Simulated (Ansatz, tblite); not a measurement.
# Ge6H12 ring rod (Ge₆H₁₂): a ladder of methods and basis sets

Aim: run the singlet of Ge6H12 ring rod (Ge₆H₁₂) at one geometry on many levels, and compare frontier levels, spin and run time.

Method: as each input shows; program: Ansatz 0.2.0, Gaussian basis.

Levels to be run: GFN1-xTB, GFN2-xTB, PBE-D4/def2-TZVP, r2SCAN-D4/def2-TZVP, B2PLYP/def2-TZVP, BHLYP-D4/def2-TZVP, HF/def2-TZVP, PBE-D4/def2-SVP, PBE0-D4/def2-SVP, PBE-D4/def2-TZVPD, MP2/def2-SVP, RPA/def2-SVP.

12 further runs of the same task are left out: 10 that didn't finish, 2 set aside as unsound or not needed. Runs told in other sessions of the task aren't counted.

**1. The relaxed structure**

The singlet was relaxed beforehand with PBE0-D4/def2-SVP.

18 atoms, charge 0, spin multiplicity 1.

Bond lengths: Ge1–Ge4 2.428 Å, Ge1–Ge6 2.428 Å, Ge1–H7 1.543 Å, Ge1–H8 1.543 Å, Ge2–Ge5 2.428 Å, Ge2–Ge6 2.428 Å, Ge2–H9 1.543 Å, Ge2–H10 1.543 Å, Ge3–Ge4 2.428 Å, Ge3–Ge5 2.428 Å, Ge3–H11 1.543 Å, Ge3–H12 1.543 Å, Ge4–H13 1.543 Å, Ge4–H14 1.543 Å, Ge5–H15 1.543 Å, Ge5–H16 1.543 Å, Ge6–H17 1.543 Å, Ge6–H18 1.543 Å. Angles: Ge4–Ge1–Ge6 109.4°, Ge4–Ge1–H7 110.7°, Ge4–Ge1–H8 108.9°, Ge6–Ge1–H7 110.7°, Ge6–Ge1–H8 108.9°, H7–Ge1–H8 108.1°, Ge5–Ge2–Ge6 109.4°, Ge5–Ge2–H9 110.7°, Ge5–Ge2–H10 108.9°, Ge6–Ge2–H9 110.7°, Ge6–Ge2–H10 109.0°, H9–Ge2–H10 108.1°, Ge4–Ge3–Ge5 109.4°, Ge4–Ge3–H11 110.7°, Ge4–Ge3–H12 109.0°, Ge5–Ge3–H11 110.7°, Ge5–Ge3–H12 108.9°, H11–Ge3–H12 108.1° and more.

PBE0-D4/def2-TZVP was run before; its log isn't repeated, and its numbers join the tables.

**2. GFN1-xTB**

Tight binding, by tblite at 300 K electronic temperature and without a spin-polarisation term:

```python
tblite.interface.Calculator('GFN1-xTB', numbers, positions, charge=0, uhf=0).singlepoint()
```

Energy -449.5549 eV, HOMO -11.58 eV, LUMO -7.91 eV; 0.015 s.

**3. GFN2-xTB**

Tight binding, by tblite at 300 K electronic temperature and without a spin-polarisation term:

```python
tblite.interface.Calculator('GFN2-xTB', numbers, positions, charge=0, uhf=0).singlepoint()
```

Energy -481.8867 eV, HOMO -10.17 eV, LUMO -5.44 eV; 0.01 s.

**4. PBE-D4/def2-TZVP**

start.molden holds the orbitals of an earlier run on this state, given as this run's starting guess.

Contents of in.yaml:

```yaml
crystal:
  periodic: [false, false, false]
  atoms:
    - {symbol: Ge, position_ang: [-0.699800, -0.696490, 2.104094]}
    - {symbol: Ge, position_ang: [2.101784, -0.702980, -0.700354]}
    - {symbol: Ge, position_ang: [-0.697971, 2.103028, -0.701816]}
    - {symbol: Ge, position_ang: [-2.102123, 0.702671, 0.699641]}
    - {symbol: Ge, position_ang: [0.699421, 0.696824, -2.104128]}
    - {symbol: Ge, position_ang: [0.698476, -2.102663, 0.702627]}
    - {symbol: H, position_ang: [-1.562178, -1.556354, 3.051484]}
    - {symbol: H, position_ang: [0.204730, 0.207426, 2.967636]}
    - {symbol: H, position_ang: [3.045911, -1.567235, -1.561938]}
    - {symbol: H, position_ang: [2.968797, 0.200710, 0.201100]}
    - {symbol: H, position_ang: [-1.558964, 3.049532, -1.564038]}
    - {symbol: H, position_ang: [0.207170, 2.967502, 0.200588]}
    - {symbol: H, position_ang: [-2.967735, -0.201373, -0.202796]}
    - {symbol: H, position_ang: [-3.047589, 1.566124, 1.560569]}
    - {symbol: H, position_ang: [-0.205675, -0.206734, -2.967462]}
    - {symbol: H, position_ang: [1.561770, 1.556478, -3.051750]}
    - {symbol: H, position_ang: [-0.206213, -2.968502, -0.198941]}
    - {symbol: H, position_ang: [1.560198, -3.047943, 1.565495]}
basis:
  gaussian: {orbitals: def2-TZVP, initial_orbitals: start.molden}
hamiltonian: {xc: pbe, dispersion: d4}
scf: {omitted_lower_state_checks: [starts]}
output: {orbitals: {seedname: orbitals}}
```

On the command line:

```console
ansatz run in.yaml --threads 4 --pin off --events-out ev --progress --plain --max-ram 4787MiB
```

What it wrote:

```text
Functional definition: PBE
  name "PBE"
  cite "Perdew, Burke & Ernzerhof, Phys. Rev. Lett. 77, 3865 (1996) doi:10.1103/PhysRevLett.77.3865"
  parent pbe
  parameter kappa = 0.804
  parameter beta = 0.06672455060314922
  exchange = pbe_x(kappa = kappa, mu = beta*pi^2/3)
  correlation = pbe_c(beta = beta)
these checks for a lower state are left out or cut short: starts
2676 factors; their error is unknown
mean field evaluation 1: about -339254.6725 eV, gradient 2.0e1 eV
mean field evaluation 2: about -339254.9911 eV, gradient 4.0e-1 eV
mean field evaluation 4: about -339254.9081 eV, gradient 8.1e-4 eV
mean field -339254.90807444 eV, -12467.3879165000 hartree, gradient 7.2e-6 eV, S^2 0.000000; 0 other end points of the search recorded, 0 dependent functions left out
reference -339254.90813944 eV, -12467.3879188885 hartree; 102, 102 occupied and 258, 258 virtual orbitals, 2676 factors
Total energy: -339255.56368805 eV, -12467.4120098555 hartree
Checks for a lower state left out: starts
```

It took 10 s on 4 threads of Arm Neoverse V2, shared host; peak memory 1 GiB.

From the report: HOMO -6.65 eV, LUMO -1.16 eV.

**5. r2SCAN-D4/def2-TZVP**

Edit in.yaml of step 4 so:

```diff
@@ -23,3 +23,3 @@
   gaussian: {orbitals: def2-TZVP, initial_orbitals: start.molden}
-hamiltonian: {xc: pbe, dispersion: d4}
+hamiltonian: {xc: r2scan, dispersion: d4}
 scf: {omitted_lower_state_checks: [starts]}
```

Launched as before.

What it wrote:

```text
Functional definition: r2SCAN
  name "r2SCAN"
  cite "Furness, Kaplan, Ning, Perdew & Sun, J. Phys. Chem. Lett. 11, 8208 (2020) doi:10.1021/acs.jpclett.0c02405"
  cite "Furness, Kaplan, Ning, Perdew & Sun, J. Phys. Chem. Lett. 11, 9248 (2020) doi:10.1021/acs.jpclett.0c03077"
  parent r2scan
  parameter k0 = 0.174
  parameter k1 = 0.065
  parameter a1 = 4.9479
  exchange = r2scan_x(k0 = k0, k1 = k1, a1 = a1)
  correlation = r2scan_c
these checks for a lower state are left out or cut short: starts
2676 factors; their error is unknown
mean field evaluation 1: about -339305.6280 eV, gradient 1.4e1 eV
mean field evaluation 2: about -339305.7527 eV, gradient 1.7e-1 eV
mean field evaluation 4: about -339305.6978 eV, gradient 1.4e-4 eV
mean field -339305.69783521 eV, -12469.2544057814 hartree, gradient 1.4e-5 eV, S^2 0.000000; 0 other end points of the search recorded, 0 dependent functions left out
reference -339305.69785330 eV, -12469.2544064463 hartree; 102, 102 occupied and 258, 258 virtual orbitals, 2676 factors
Total energy: -339305.86104737 eV, -12469.2604037180 hartree
Checks for a lower state left out: starts
```

Run time: 21 s. Hardware: 4 threads of Arm Neoverse V2, shared host; peak memory 1.1 GiB.

From the report: HOMO -6.90 eV, LUMO -0.97 eV.

**6. B2PLYP/def2-TZVP**

Edit in.yaml of step 5 so:

```diff
@@ -23,4 +23,3 @@
   gaussian: {orbitals: def2-TZVP, initial_orbitals: start.molden}
-hamiltonian: {xc: r2scan, dispersion: d4}
+hamiltonian: {xc: {name: B2PLYP}}
 scf: {omitted_lower_state_checks: [starts]}
-output: {orbitals: {seedname: orbitals}}
```

The command is unchanged.

What it wrote (excerpt; [...] marks lines left out):

```text
Functional definition: B2PLYP
  name "B2PLYP"
  cite "Grimme, J. Chem. Phys. 124, 034108 (2006) doi:10.1063/1.2148954"
  cite "Becke, Phys. Rev. A 38, 3098 (1988) doi:10.1103/PhysRevA.38.3098"
  cite "Lee, Yang & Parr, Phys. Rev. B 37, 785 (1988) doi:10.1103/PhysRevB.37.785"
[...]
2553 factors; integrals over basis functions are off by at most 7.8e-4 eV
[...]
mean field -339232.35558145 eV, -12466.5591276691 hartree, gradient 5.6e-7 eV, S^2 0.000000; 0 other end points of the search recorded, 0 dependent functions left out
54 core orbitals not correlated: weight in the atoms' cores, before any rotation towards them, 1.000 or more for the frozen orbitals, at most 0.000 for the correlated occupied ones
reference -339232.35584702 eV, -12466.5591374285 hartree; 48, 48 occupied and 258, 258 virtual orbitals, 2553 factors
second order -50.85548932 eV of doubles, -0.00000000 eV of singles
Total energy: -339246.08682914 eV, -12467.0637417141 hartree
Checks for a lower state left out: starts
```

Run time: 40 s. Hardware: 4 threads of Arm Neoverse V2, shared host; peak memory 2.1 GiB.

**7. BHLYP-D4/def2-TZVP**

Edit in.yaml of step 6 so:

```diff
@@ -23,3 +23,4 @@
   gaussian: {orbitals: def2-TZVP, initial_orbitals: start.molden}
-hamiltonian: {xc: {name: B2PLYP}}
+hamiltonian: {xc: {name: BHLYP}, dispersion: d4}
 scf: {omitted_lower_state_checks: [starts]}
+output: {orbitals: {seedname: orbitals}}
```

Launched as before.

What it wrote:

```text
Functional definition: BHLYP
  name "BHLYP"
  cite "Becke, J. Chem. Phys. 98, 1372 (1993) doi:10.1063/1.464304"
  cite "Becke, Phys. Rev. A 38, 3098 (1988) doi:10.1103/PhysRevA.38.3098"
  cite "Lee, Yang & Parr, Phys. Rev. B 37, 785 (1988) doi:10.1103/PhysRevB.37.785"
  parameter a = 0.5
  exchange = (1 - a)*b88_x + a*exact_x
  correlation = lyp_c
these checks for a lower state are left out or cut short: starts
3288 factors; their error is unknown
the host lacks memory for fits, so the integrals are decomposed
2553 factors; integrals over basis functions are off by at most 7.8e-4 eV
mean field evaluation 1: about -339303.0022 eV, gradient 1.8e1 eV
mean field evaluation 2: about -339303.2570 eV, gradient 3.8e-1 eV
mean field evaluation 4: about -339303.4413 eV, gradient 2.2e-3 eV
mean field -339303.44125064 eV, -12469.1714778283 hartree, gradient 1.5e-5 eV, S^2 0.000000; 0 other end points of the search recorded, 0 dependent functions left out
reference -339303.44153527 eV, -12469.1714882882 hartree; 102, 102 occupied and 258, 258 virtual orbitals, 2553 factors
Total energy: -339304.47618030 eV, -12469.2095107915 hartree
Checks for a lower state left out: starts
```

Wall time 24 s (4 threads of Arm Neoverse V2, shared host); peak memory 2 GiB.

From the report: HOMO -8.39 eV, LUMO 0.40 eV.

**8. HF/def2-TZVP**

Edit in.yaml of step 7 so:

```diff
@@ -23,3 +23,3 @@
   gaussian: {orbitals: def2-TZVP, initial_orbitals: start.molden}
-hamiltonian: {xc: {name: BHLYP}, dispersion: d4}
+hamiltonian: {xc: hf}
 scf: {omitted_lower_state_checks: [starts]}
```

The command is unchanged.

What it wrote:

```text
Functional definition: HF
  name "HF"
  cite "Fock, Z. Phys. 61, 126 (1930) doi:10.1007/BF01340294"
  parent pbe
  exchange = exact_x
  correlation = 0
these checks for a lower state are left out or cut short: starts
3318 factors; their error is unknown
the host lacks memory for fits, so the integrals are decomposed
2553 factors; integrals over basis functions are off by at most 7.8e-4 eV
mean field evaluation 1: about -339030.7747 eV, gradient 5.6e1 eV
mean field evaluation 2: about -339033.0649 eV, gradient 2.7e0 eV
mean field evaluation 4: about -339033.3654 eV, gradient 9.1e-1 eV
mean field evaluation 8: about -339033.3683 eV, gradient 7.3e-5 eV
mean field -339033.36830812 eV, -12459.2464802526 hartree, gradient 7.3e-5 eV, S^2 0.000000; 0 other end points of the search recorded, 0 dependent functions left out
reference -339033.36830812 eV, -12459.2464802526 hartree; 102, 102 occupied and 258, 258 virtual orbitals, 2553 factors
Total energy: -339033.36830812 eV, -12459.2464802526 hartree
Checks for a lower state left out: starts
```

Run time: 20 s. Hardware: 4 threads of Arm Neoverse V2, shared host; peak memory 1.9 GiB.

HOMO -9.66 eV, LUMO 2.49 eV.

**9. PBE-D4/def2-SVP**

Edit in.yaml of step 8 so:

```diff
@@ -22,4 +22,4 @@
 basis:
-  gaussian: {orbitals: def2-TZVP, initial_orbitals: start.molden}
-hamiltonian: {xc: hf}
+  gaussian: {orbitals: def2-SVP, initial_orbitals: start.molden}
+hamiltonian: {xc: pbe, dispersion: d4}
 scf: {omitted_lower_state_checks: [starts]}
```

The command is unchanged.

What it wrote:

```text
Functional definition: PBE
  name "PBE"
  cite "Perdew, Burke & Ernzerhof, Phys. Rev. Lett. 77, 3865 (1996) doi:10.1103/PhysRevLett.77.3865"
  parent pbe
  parameter kappa = 0.804
  parameter beta = 0.06672455060314922
  exchange = pbe_x(kappa = kappa, mu = beta*pi^2/3)
  correlation = pbe_c(beta = beta)
these checks for a lower state are left out or cut short: starts
2802 factors; their error is unknown
mean field evaluation 1: about -339211.9072 eV, gradient 1.4e1 eV
mean field evaluation 2: about -339212.2059 eV, gradient 2.9e-1 eV
mean field evaluation 4: about -339211.9965 eV, gradient 4.2e-4 eV
mean field -339211.99651588 eV, -12465.8109458092 hartree, gradient 1.2e-5 eV, S^2 0.000000; 0 other end points of the search recorded, 0 dependent functions left out
reference -339211.99657287 eV, -12465.8109479036 hartree; 102, 102 occupied and 150, 150 virtual orbitals, 2802 factors
Total energy: -339212.65212148 eV, -12465.8350388706 hartree
Checks for a lower state left out: starts
```

It took 5.5 s on 4 threads of Arm Neoverse V2, shared host; peak memory 0.59 GiB.

Report: HOMO -6.61 eV, LUMO -1.06 eV.

**10. PBE0-D4/def2-SVP**

Edit in.yaml of step 9 so:

```diff
@@ -23,3 +23,3 @@
   gaussian: {orbitals: def2-SVP, initial_orbitals: start.molden}
-hamiltonian: {xc: pbe, dispersion: d4}
+hamiltonian: {xc: pbe0, dispersion: d4}
 scf: {omitted_lower_state_checks: [starts]}
```

The command is unchanged.

What it wrote:

```text
Functional definition: PBE0
  name "PBE0"
  cite "Adamo & Barone, J. Chem. Phys. 110, 6158 (1999) doi:10.1063/1.478522"
  cite "Perdew, Burke & Ernzerhof, Phys. Rev. Lett. 77, 3865 (1996) doi:10.1103/PhysRevLett.77.3865"
  parent pbe
  parameter a = 0.25
  parameter kappa = 0.804
  parameter beta = 0.06672455060314922
  exchange = (1 - a)*pbe_x(kappa = kappa, mu = beta*pi^2/3) + a*exact_x
  correlation = pbe_c(beta = beta)
these checks for a lower state are left out or cut short: starts
2508 factors; integrals over basis functions are off by at most 1.1e-3 eV
mean field evaluation 1: about -339221.4711 eV, gradient 4.5e0 eV
mean field evaluation 2: about -339221.4984 eV, gradient 2.9e-2 eV
mean field evaluation 4: about -339221.5563 eV, gradient 3.9e-4 eV
mean field -339221.55629681 eV, -12466.1622612784 hartree, gradient 1.2e-5 eV, S^2 0.000000; 0 other end points of the search recorded, 0 dependent functions left out
reference -339221.55633971 eV, -12466.1622628550 hartree; 102, 102 occupied and 150, 150 virtual orbitals, 2508 factors
Total energy: -339222.13636222 eV, -12466.1835782892 hartree
Checks for a lower state left out: starts
```

It took 14 s on 4 threads of Arm Neoverse V2, shared host; peak memory 1.2 GiB.

Report: HOMO -7.62 eV, LUMO -0.28 eV.

**11. PBE-D4/def2-TZVPD**

Edit in.yaml of step 10 so:

```diff
@@ -22,4 +22,4 @@
 basis:
-  gaussian: {orbitals: def2-SVP, initial_orbitals: start.molden}
-hamiltonian: {xc: pbe0, dispersion: d4}
+  gaussian: {orbitals: def2-TZVPD, initial_orbitals: start.molden}
+hamiltonian: {xc: pbe, dispersion: d4}
 scf: {omitted_lower_state_checks: [starts]}
```

Same command.

What it wrote:

```text
Functional definition: PBE
  name "PBE"
  cite "Perdew, Burke & Ernzerhof, Phys. Rev. Lett. 77, 3865 (1996) doi:10.1103/PhysRevLett.77.3865"
  parent pbe
  parameter kappa = 0.804
  parameter beta = 0.06672455060314922
  exchange = pbe_x(kappa = kappa, mu = beta*pi^2/3)
  correlation = pbe_c(beta = beta)
these checks for a lower state are left out or cut short: starts
2850 factors; their error is unknown
mean field evaluation 1: about -339254.6370 eV, gradient 2.4e1 eV
mean field evaluation 2: about -339255.0152 eV, gradient 4.8e-1 eV
mean field evaluation 4: about -339254.9682 eV, gradient 9.2e-2 eV
mean field -339254.96817073 eV, -12467.3901249978 hartree, gradient 4.4e-5 eV, S^2 0.000000; 0 other end points of the search recorded, 0 dependent functions left out
reference -339254.96824362 eV, -12467.3901276763 hartree; 102, 102 occupied and 330, 330 virtual orbitals, 2850 factors
Total energy: -339255.62379223 eV, -12467.4142186434 hartree
Checks for a lower state left out: starts
```

It took 17 s on 4 threads of Arm Neoverse V2, shared host; peak memory 1.6 GiB.

HOMO -6.64 eV, LUMO -1.28 eV.

**12. MP2/def2-SVP**

Edit in.yaml of step 11 so:

```diff
@@ -22,4 +22,4 @@
 basis:
-  gaussian: {orbitals: def2-TZVPD, initial_orbitals: start.molden}
-hamiltonian: {xc: pbe, dispersion: d4}
+  gaussian: {orbitals: def2-SVP, initial_orbitals: start.molden}
+correlation: {method: mp2}
 scf: {omitted_lower_state_checks: [starts]}
```

The command is unchanged.

What it wrote:

```text
Functional definition: HF
  name "HF"
  cite "Fock, Z. Phys. 61, 126 (1930) doi:10.1007/BF01340294"
  parent pbe
  exchange = exact_x
  correlation = 0
these checks for a lower state are left out or cut short: starts
2508 factors; integrals over basis functions are off by at most 1.1e-3 eV
mean field evaluation 1: about -338988.4738 eV, gradient 3.0e1 eV
mean field evaluation 2: about -338990.2246 eV, gradient 1.6e0 eV
mean field evaluation 4: about -338990.2416 eV, gradient 1.0e-1 eV
mean field evaluation 8: about -338990.2416 eV, gradient 1.3e-6 eV
mean field -338990.24160236 eV, -12457.6616030484 hartree, gradient 1.3e-6 eV, S^2 0.000000; 0 other end points of the search recorded, 0 dependent functions left out
54 core orbitals not correlated: weight in the atoms' cores, before any rotation towards them, 1.000 or more for the frozen orbitals, at most 0.000 for the correlated occupied ones
reference -338990.24160236 eV, -12457.6616030484 hartree; 48, 48 occupied and 150, 150 virtual orbitals, 2508 factors
second order -38.10737421 eV of doubles, -0.00000000 eV of singles
Total energy: -339028.34897658 eV, -12459.0620232207 hartree
Checks for a lower state left out: starts
```

It took 17 s on 4 threads of Arm Neoverse V2, shared host; peak memory 1.2 GiB.

From the report: Hartree-Fock HOMO -9.73 eV, LUMO 2.77 eV.

**13. RPA/def2-SVP**

Edit in.yaml of step 12 so:

```diff
@@ -23,4 +23,4 @@
   gaussian: {orbitals: def2-SVP, initial_orbitals: start.molden}
-correlation: {method: mp2}
+hamiltonian: {xc: pbe}
+correlation: {method: rpa}
 scf: {omitted_lower_state_checks: [starts]}
-output: {orbitals: {seedname: orbitals}}
```

The command is unchanged.

What it wrote (excerpt; [...] marks lines left out):

```text
Functional definition: PBE
  name "PBE"
  cite "Perdew, Burke & Ernzerhof, Phys. Rev. Lett. 77, 3865 (1996) doi:10.1103/PhysRevLett.77.3865"
  parent pbe
[...]
2508 factors; integrals over basis functions are off by at most 1.1e-3 eV
[...]
mean field -339211.99652253 eV, -12465.8109460538 hartree, gradient 2.4e-6 eV, S^2 0.000000; 0 other end points of the search recorded, 0 dependent functions left out
54 core orbitals not correlated: weight in the atoms' cores, before any rotation towards them, 1.000 or more for the frozen orbitals, at most 0.000 for the correlated occupied ones
reference -338986.79609783 eV, -12457.5349830923 hartree; 48, 48 occupied and 150, 150 virtual orbitals, 2508 factors
Total energy: -339045.14859774 eV, -12459.6793979112 hartree
Checks for a lower state left out: starts
```

Run time: 21 s. Hardware: 4 threads of Arm Neoverse V2, shared host; peak memory 0.91 GiB.

**14. Comparison**

```csv
level,functions,HOMO (eV),LUMO (eV),gap (eV),time
HF/def2-TZVP,360,-9.66,2.49,12.16,20 s
PBE-D4/def2-SVP,252,-6.61,-1.06,5.56,5.5 s
PBE-D4/def2-TZVP,360,-6.65,-1.16,5.48,10 s
PBE-D4/def2-TZVPD,432,-6.64,-1.28,5.36,17 s
r2SCAN-D4/def2-TZVP,360,-6.90,-0.97,5.93,21 s
PBE0-D4/def2-SVP,252,-7.62,-0.28,7.34,14 s
PBE0-D4/def2-TZVP,360,-7.60,-0.44,7.17,32 s
BHLYP-D4/def2-TZVP,360,-8.39,0.40,8.78,24 s
```

The pieces so far (eV):

```csv
basis,HF,MP2 correlation,total
def2-SVP,-338990.2416,-38.1074,-339028.3490 (MP2)
```

**15. Binding energy**

Free atoms were run apart at each level; binding is atoms less cluster, divided by the number of atoms, without zero-point or spin-orbit terms.

```csv
level,binding an atom (eV)
HF/def2-SVP,1.998
HF/def2-TZVP,2.000
PBE-D4/def2-SVP,2.729
PBE-D4/def2-TZVP,2.730
PBE-D4/def2-TZVPD,2.732
r2SCAN-D4/def2-TZVP,2.783
PBE0-D4/def2-SVP,2.736
PBE0-D4/def2-TZVP,2.736
BHLYP-D4/def2-TZVP,2.726
MP2/def2-SVP,2.561
```

**16. Results**

```
                                                                  quantity                                   value
gap in def2-TZVP, named functionals and Hartree-Fock, smallest and largest         5.48 eV (PBE-D4), 12.16 eV (HF)
                                          correlation energy, MP2/def2-SVP                               -38.11 eV
                                 binding an atom, functionals in def2-TZVP  2.73 (BHLYP-D4) to 2.78 eV (r2SCAN-D4)
                           PBE0 total energy, smallest basis above largest          42.71 eV (def2-SVP, def2-TZVP)
```

In words: Over the named functionals and Hartree-Fock in def2-TZVP the gap runs from 5.48 eV (PBE-D4) to 12.16 eV (HF); exact exchange widens it.

The slowest run with a step of its own, B2PLYP/def2-TZVP, took 40 s; the quickest functional in def2-TZVP took 10 s (shared host).
